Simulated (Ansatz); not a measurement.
**HSn (charge -1): rigid scan of one bond length in Python**

How does the energy of HSn (charge -1) change as one bond is stretched? The task is a rigid scan of one bond length, for HSn (charge -1).

All numbers are computed with the Python package of Ansatz 0.2.0. Level of theory: Hartree-Fock/def2-SVP.

### Step 1. The system

Bond lengths: Sn1–H2 1.770 Å.

No structure file is read: the coordinates are typed or built in the script.

### Step 2. The code

The input, scan_hsn.py:

```python
import warnings

import ansatz as az
from ase import Atoms
from ase.data import atomic_masses, atomic_numbers
import numpy as np

warnings.simplefilter("ignore", az.DeckWarning)

atoms = Atoms(["Sn", "H"], positions=[
    (0.0, 0.0, 0.0),
    (0.0, 0.0, 1.77),
])
hsn = az.Crystal.molecule_from_ase(atoms)

symbols = [site.symbol for site in hsn.cartesian_sites]
start = np.array([site.position_ang for site in hsn.cartesian_sites])
axis = (start[1] - start[0]) / np.linalg.norm(start[1] - start[0])
moving = [1]
lengths, energies = [1.558, 1.628, 1.699, 1.77, 1.841, 1.912, 1.982, 2.089], []
for length in lengths:
    xyz = start.copy()
    xyz[moving] += (length - np.linalg.norm(start[1] - start[0])) * axis
    point = az.Crystal.molecule()
    for symbol, place in zip(symbols, xyz):
        point = point.atom(symbol, place.tolist())
    job = (
        point.calculation()
        .basis(gaussian="def2-SVP")
        .functional("hf")
        .charge(-1)
        .spin("collinear", total=2)
    )
    summary = job.run().report
    energies.append(summary["free_energy_ev"])
    print(f"r = {length:6.3f} A  E = {energies[-1]:.5f} eV  <S^2> = {abs(summary['mean_field']['state']['spin_squared']):.3f}")

fit = np.polynomial.Polynomial.fit(lengths, np.array(energies) - min(energies), 4).convert()
roots = [r.real for r in fit.deriv().roots() if abs(r.imag) < 1e-9 and fit.deriv(2)(r.real) > 0]
r_e = min(roots, key=lambda r: abs(r - lengths[int(np.argmin(energies))]))
print(f"minimum of the fit at {r_e:.4f} A, force constant {fit.deriv(2)(r_e):.2f} eV/A^2")
m1, m2 = (atomic_masses[atomic_numbers[s]] for s in symbols)
mu = m1 * m2 / (m1 + m2)
print(f"harmonic wavenumber {521.4709 * np.sqrt(fit.deriv(2)(r_e) / mu):.0f} 1/cm, rotational constant {16.857629 / (mu * r_e ** 2):.4f} 1/cm")
```

### Step 3. The input behind the calls

The engine receives this input (first run):

```yaml
crystal:
  periodic: [false, false, false]
  atoms:
    - { symbol: Sn, position_ang: [0.0, 0.0, 0.0] }
    - { symbol: H, position_ang: [0.0, 0.0, 1.558] }
basis:
  gaussian:
    orbitals: def2-SVP
hamiltonian:
  xc: hf
magnetization:
  spin_polarized: true
  initial_magnetization: 2.0
total_charge: -1.0
```

### Step 4. Launch

Started as:

```sh
$ python scan_hsn.py
```

**Question.** Where along the scan is the Sn-H distance of lowest energy, and how steep are the two sides?

As calculated:

| quantity | value |
| --- | --- |
| bond length at the fit's minimum | 1.8149 Å |
| runs compared | 8 |
| range of energy | 0.441 eV |
| lowest point, distance (Å) | 1.84 |

In words: The lowest point is at 1.841 Å. At the shortest distance (1.56 Å) the energy is 0.44 eV higher, at the longest (2.09 Å) 0.23 eV. What to keep in mind:
- Total energies depend on the basis set; only differences at equal settings carry meaning.
- The basis set is modest, and single-reference methods fail as a bond breaks.
- def2 sets replace the cores of elements past krypton by effective core potentials.
- The species is open-shell (spin multiplicity 3).
- Hartree-Fock leaves correlation out, so bond, atomisation and ionisation energies come out well too low.
- The spin state was assumed, and another may lie lower.
- Anions want diffuse functions, which this basis lacks.
